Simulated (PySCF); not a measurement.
# C4H12Sn (SnMe4): the cost of one run

Computed with PySCF 2.14.0 and routines of our own; the level stands in each step. Atoms count from 0.

## Step 1: The starting structure

17 atoms, charge 0, multiplicity 1; geometry from: GFN2-xTB.

## Step 2: NMR shieldings: PBE/pcJ-1 Sn:dyall-v2z, spin–orbit

The job: settings as JSON, then the geometry in Å.

```
{"job": {"xc": "PBE", "basis": {"default": "pcJ-1", "Sn": "dyall-v2z"}, "rel": "so", "kind": "hnmr"}, "charge": 0, "multiplicity": 1}
Sn     0.000160     0.000310     0.000200
C     -0.001090    -0.015540     2.194810
H     -1.014220     0.055430     2.572980
H      0.567870     0.822720     2.579390
H      0.441110    -0.931170     2.569370
C      2.067510     0.005090    -0.731440
H      2.086900    -0.096750    -1.810280
H      2.625000    -0.817210    -0.298520
H      2.561250     0.932550    -0.465020
C     -1.033540     1.797610    -0.718940
H     -0.935450     1.887160    -1.794670
H     -0.612700     2.685510    -0.261440
H     -2.088270     1.752920    -0.473460
C     -1.031880    -1.788190    -0.744120
H     -2.016230    -1.869360    -0.298390
H     -0.470210    -2.682370    -0.499720
H     -1.146210    -1.738690    -1.820760
```

Method: PBE/pcJ-1 Sn:dyall-v2z GIAO NMR shielding, X2C with spin-orbit coupling, screened-nuclear two-electron part, Gaussian nuclei, gas phase.

Command:

```sh
OMP_NUM_THREADS=1 python heavy_run.py task.json out
```

This one command runs all jobs of the session in turn.

Q: Estimate the wall time and peak memory of this first job on 1 thread of Arm Neoverse V2, shared host.

About 2.1 min, with a peak of 1.6 GiB.
